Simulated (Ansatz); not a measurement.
Working through a single point from an input written key by key of C3H7AlO, SMILES CC(=O)[CH2][AlH2]

Program: Ansatz 0.2.0, Python API.

At the Python prompt:
```pycon
>>> import ansatz
>>> import numpy as np
>>> deck = {
...     "crystal": {
...         "periodic": [False, False, False],
...         "atoms": [
...             {"symbol": "C", "position_ang": [-0.6063, -0.2338, 1.707]},
...             {"symbol": "C", "position_ang": [0.4784, -0.0227, 0.7304]},
...             {"symbol": "O", "position_ang": [1.5235, -0.5452, 0.9652]},
...             {"symbol": "C", "position_ang": [0.3987, 0.7923, -0.5331]},
...             {"symbol": "Al", "position_ang": [0.1827, -0.4358, -2.1306]},
...             {"symbol": "H", "position_ang": [-0.3738, 0.2553, 2.6787]},
...             {"symbol": "H", "position_ang": [-0.8509, -1.2671, 1.823]},
...             {"symbol": "H", "position_ang": [-1.5331, 0.3383, 1.3258]},
...             {"symbol": "H", "position_ang": [1.2011, 1.4734, -0.6152]},
...             {"symbol": "H", "position_ang": [-0.5917, 1.405, -0.4689]},
...             {"symbol": "H", "position_ang": [0.2203, -2.0115, -1.8899]},
...             {"symbol": "H", "position_ang": [0.0281, 0.1968, -3.5585]},
...         ],
...     },
...     "basis": {"gaussian": {"orbitals": "cc-pVDZ"}},
...     "hamiltonian": {"xc": "b3lyp"},
...     "output": {"forces": True},
... }
>>> session = ansatz.Session.from_dict(deck)
>>> r = session.plan(threads=1).execute().report

>>> print("reference energy %16.6f eV" % r["reference_energy_ev"])
reference energy    -11869.037360 eV
>>> print("total energy     %16.6f eV" % r["free_energy_ev"])
total energy        -11869.037360 eV
>>> print("occupied orbitals outside the frozen core (up, down):", r["n_occupied"], " frozen:", r["n_frozen"], " virtual:", r["n_virtual"])
occupied orbitals outside the frozen core (up, down): [23, 23]  frozen: 0  virtual: [86, 86]
>>> symbols = ["C", "C", "O", "C", "Al", "H", "H", "H", "H", "H", "H", "H"]
>>> field = r["mean_field"]
>>> print("<S^2> =", round(abs(field["state"]["spin_squared"]), 4), " all-electron relativity setting:", field["relativity"])
<S^2> = 0.0  all-electron relativity setting: none
>>> print("passes:", field["passes"])
passes: {'evaluations': 17, 'products': 12}
>>> if "symmetry" in field:
...     print("occupied orbitals by irrep:", field["symmetry"]["occupied"])
...
occupied orbitals by irrep: [{'A': 23}, {'A': 23}]
>>> forces = np.array(r["forces_ev_ang"])
>>> print("largest force", round(float(np.linalg.norm(forces, axis=1).max()), 4), "eV/A, rms", round(float(np.sqrt((forces ** 2).mean())), 4))
largest force 4.3504 eV/A, rms 1.2663
>>> charges = r["charge_distribution"]
>>> print("dipole moment", round(4.803205 * float(np.linalg.norm(charges["dipole_moment_e_ang"])), 3), "D")
dipole moment 2.483 D
>>> print("Mulliken:", [(s, round(q, 3)) for s, q in zip(symbols, charges["mulliken_charges_e"])])
Mulliken: [('C', 0.022), ('C', -0.009), ('O', -0.213), ('C', -0.175), ('Al', 0.405), ('H', 0.059), ('H', 0.051), ('H', 0.004), ('H', 0.045), ('H', 0.022), ('H', -0.103), ('H', -0.108)]
```

Total energies depend on the basis set; only differences at equal settings carry meaning. The geometry is a force-field or estimated start, not a minimum of this method, and the basis set is short of its limit. b3lyp holds the VWN-RPA fit, as in Gaussian; the form of ORCA and Turbomole is b3lyp5. Run time: 5 s on 1 thread of Arm Neoverse V2, on a shared host, peak memory 0.27 GiB.

(Lines on the test bed's own set-up are left out of the output.)
